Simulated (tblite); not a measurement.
# C6H22O15Si10: the cost of one run

Computed with tblite 0.8.0 and PySCF 2.14.0 and routines of our own; the level stands in each step. Atoms count from 0.

## 1. The system as given

53 atoms, charge 0, multiplicity 1; geometry from: force field, distance geometry or constructed start.

## 2. Optimising the geometry with GFN2-xTB

Job settings and geometry (Å):

```
{"job": {"kind": "relax", "xc": "GFN2-xTB", "basis": "xTB"}, "charge": 0, "multiplicity": 1}
C      4.668600    -0.783100    -1.917300
Si     2.990600    -0.827700    -1.078500
O      1.805000    -0.402300    -2.130700
Si     1.184300     0.846000    -3.029200
O     -0.221300     0.378100    -3.756800
Si    -1.660000    -0.357300    -3.411400
O     -1.387000    -1.911600    -2.867200
Si    -0.983000    -2.395900    -1.342300
O      0.248800    -3.451100    -1.057200
Si     1.468300    -3.314900     0.073000
O      2.689200    -2.369200    -0.520100
O      0.889200    -2.751600     1.517100
Si     0.157900    -1.461100     2.278400
C      0.559000    -1.517100     4.103600
O     -1.495200    -1.504100     2.072700
Si    -2.724000    -1.533900     0.957100
C     -4.272100    -2.221000     1.756300
O     -2.263600    -2.536300    -0.309300
O     -3.056900    -0.025700     0.331100
Si    -2.568900     1.130000    -0.766800
C     -3.767000     2.578800    -0.700500
O     -2.547000     0.514400    -2.314100
O     -1.061500     1.621000    -0.322900
Si     0.220400     2.585900    -0.644600
C     -0.264000     4.392500    -0.632600
O      0.892300     2.175300    -2.095700
O      1.360400     2.293700     0.542500
Si     1.967500     0.933800     1.299900
C      2.869500     1.411100     2.858600
O      2.998900     0.184800     0.242100
O      0.691700    -0.048600     1.619200
H      4.889500     0.230400    -2.267600
H      5.453800    -1.087700    -1.226900
H      4.683900    -1.457100    -2.773200
H      2.168400     1.202600    -4.072300
H     -2.439800    -0.442000    -4.663500
H     -0.358900    -1.159600    -0.864600
H      2.023200    -4.664900     0.300700
H      0.166900    -2.437400     4.556600
H      1.633100    -1.485700     4.271600
H      0.109100    -0.664900     4.626900
H     -5.083700    -2.285300     1.034000
H     -4.084400    -3.226900     2.143000
H     -4.589200    -1.584700     2.582200
H     -3.476400     3.353600    -1.412200
H     -4.781000     2.249900    -0.952500
H     -3.778100     3.015900     0.298600
H     -0.712700     4.669000     0.327900
H      0.608900     5.030600    -0.797900
H     -0.991000     4.601700    -1.420000
H      2.190900     1.894700     3.568800
H      3.297800     0.531000     3.352500
H      3.688400     2.100400     2.640500
```

Command:

```console
> OMP_NUM_THREADS=4 python large_run.py task.json out
```

One launch serves the whole session: the jobs run in the order shown.

**Question.** How long does this first job take on 4 threads of Arm Neoverse N1, shared host, and how much memory does it need?

About 12 s, with a peak of 0.19 GiB.
